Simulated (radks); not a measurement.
# Valence configurations of Hg

Aim: which of several valence configurations of Hg lies lowest at this level, and whether it is the one NIST lists ([Hg]).

Program: radks (a radial shooting solver on a logarithmic mesh, Libxc functionals) version 1. Level of theory: Dirac Kohn-Sham, PBE, spin-unpolarised, spherical densities, point nucleus; open shells fill j = l - 1/2 first. These are calculated values, not measurements, unless marked.

### Step 1. Starting point

| Quantity | Value |
| --- | --- |
| element | mercury (Z = 80) |
| charge | 0 |
| electrons | 80 |
| configuration | [Hg] |
| others tried | [Xe] 4f13.5 5d10 6s2 6p0.5; [Xe] 4f14 5d9 6s2 6p1; [Xe] 4f13 5d10 6s2 6p1; [Xe] 4f14 5d10 6s1.5 6p0.5; [Xe] 4f14 5d9.5 6s2 6p0.5 |

### Step 2. [Hg]

The run's settings:

```text
Z 80
configuration [Hg]
relativity Dirac
functional pbe,pbe
spin unpolarised
j_filling energy
nucleus point
c 137.035999084
```

### Step 3. [Xe] 4f13.5 5d10 6s2 6p0.5

Input: that of step 2 with these lines changed.

```diff
@@ -1,3 +1,3 @@
 Z 80
-configuration [Hg]
+configuration [Xe] 4f13.5 5d10 6s2 6p0.5
 relativity Dirac
```

### Step 4. [Xe] 4f14 5d9 6s2 6p1

The run's settings:

```text
Z 80
configuration [Xe] 4f14 5d9 6s2 6p1
relativity Dirac
functional pbe,pbe
spin unpolarised
j_filling energy
nucleus point
c 137.035999084
```

### Step 5. [Xe] 4f13 5d10 6s2 6p1

The run's settings:

```text
Z 80
configuration [Xe] 4f13 5d10 6s2 6p1
relativity Dirac
functional pbe,pbe
spin unpolarised
j_filling energy
nucleus point
c 137.035999084
```

### Step 6. [Xe] 4f14 5d10 6s1.5 6p0.5

The run's settings:

```text
Z 80
configuration [Xe] 4f14 5d10 6s1.5 6p0.5
relativity Dirac
functional pbe,pbe
spin unpolarised
j_filling energy
nucleus point
c 137.035999084
```

### Step 7. [Xe] 4f14 5d9.5 6s2 6p0.5

The run's settings:

```text
Z 80
configuration [Xe] 4f14 5d9.5 6s2 6p0.5
relativity Dirac
functional pbe,pbe
spin unpolarised
j_filling energy
nucleus point
c 137.035999084
```

Q: Predict the outcome of this session. Wanted: for each run, valence; E − E(NIST configuration); highest level; its energy; 1s shift.

The runs gave:

| valence | E − E(NIST configuration) (eV) | highest level | its energy (eV) | 1s shift (eV) |
| --- | --- | --- | --- | --- |
| [Hg] | 0.000 | 6s1/2 | -6.829 | +0.00 |
| [Xe] 4f14 5d10 6s1.5 6p0.5 | 2.676 | 6p1/2 | -2.019 | -0.91 |
| [Xe] 4f14 5d9.5 6s2 6p0.5 | 4.120 | 6p1/2 | -2.233 | -2.48 |
| [Xe] 4f14 5d9 6s2 6p1 | 8.875 | 6p1/2 | -2.828 | -4.91 |
| [Xe] 4f13.5 5d10 6s2 6p0.5 | 48.041 | 6p1/2 | -2.222 | -8.76 |
| [Xe] 4f13 5d10 6s2 6p1 | 100.05 | 6p1/2 | -2.822 | -17.70 |

In words: The NIST configuration is the lowest of those tried, 2.676 eV under [Xe] 4f14 5d10 6s1.5 6p0.5. The energies are those of spherical spin-averaged densities, not of single terms. The 1s eigenvalue shifts by up to 17.70 eV as the valence charge is rearranged.
